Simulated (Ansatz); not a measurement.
**CdFH2N (SMILES [NH2][Cd][F]): functionals against CCSD(T) at one geometry**

The task here is to estimate one member of a computed series from the others.

The runs use Ansatz 0.2.0, Gaussian basis; single points in def2-TZVPP.

Cores are frozen in the correlated methods. Filled d shells of the heavier atoms are correlated. Core potentials replace the inner electrons past krypton, and spin-orbit coupling is left out.

**The starting structure**

SMILES `[NH2][Cd][F]`, 5 atoms, charge 0, spin multiplicity 1.

Atoms are counted from 1 here; the program's logs count them from 0.

Bond lengths: N1–Cd2 2.034 Å, N1–H4 0.997 Å, N1–H5 1.025 Å, Cd2–F3 1.994 Å. Angles: Cd2–N1–H4 114.3°, Cd2–N1–H5 105.0°, H4–N1–H5 103.9°, N1–Cd2–F3 123.8°.

As a file:

| atom | x (Å) | y (Å) | z (Å) |
| --- | --- | --- | --- |
| N1 | -0.28360 | 0.78970 | -0.43460 |
| Cd2 | 0.36870 | -1.12560 | -0.22470 |
| F3 | 1.65440 | -1.70990 | 1.18240 |
| H4 | -1.06810 | 0.89170 | -1.04100 |
| H5 | -0.65080 | 1.04780 | 0.48740 |

Set-up of the first run:

Contents of run/in.yaml:

```yaml
crystal:
  periodic: [false, false, false]
  atoms:
    - {symbol: N, position_ang: [-0.283600, 0.789700, -0.434600]}
    - {symbol: Cd, position_ang: [0.368700, -1.125600, -0.224700]}
    - {symbol: F, position_ang: [1.654400, -1.709900, 1.182400]}
    - {symbol: H, position_ang: [-1.068100, 0.891700, -1.041000]}
    - {symbol: H, position_ang: [-0.650800, 1.047800, 0.487400]}
basis:
  gaussian: {orbitals: def2-TZVPP}
correlation: {method: ccsd_t}
output: {forces: true}
```

Command:

```
$ ansatz run in.yaml --threads 8 --pin off --events-out ev --progress --plain --max-ram 10444MiB
```

Steps of the session up to this table: CCSD(T)/def2-TZVPP; PBE0-D4/def2-TZVPP; wB97M-V/def2-TZVPP; r2SCAN-D4/def2-TZVPP; PBE-D4/def2-TZVPP; wB97X-V/def2-TZVPP; r2SCANh-D4/def2-TZVPP.

One table of the session follows, with a row left open; its other results are not shown here.

```
    method  RMS force component (eV/Å)  angle to CCSD(T) forces (°)  dipole (D)
   CCSD(T)                       0.478                    reference        4.70
   PBE0-D4                       0.457                          6.3        4.60
   wB97M-V                       0.455                         10.3        4.69
 r2SCAN-D4                       0.455                          5.6        4.40
    PBE-D4                           ?                            ?           ?
   wB97X-V                       0.481                         10.3        4.74
r2SCANh-D4                       0.467                          5.9        4.54
```

Q: Estimate the row for PBE-D4 from the others.

The run gave: RMS force component (eV/Å): 0.460; angle to CCSD(T) forces (°): 28.4; dipole (D): 4.17. In the column «RMS force component (eV/Å)» it lies between PBE0-D4 (0.457) and r2SCANh-D4 (0.467).
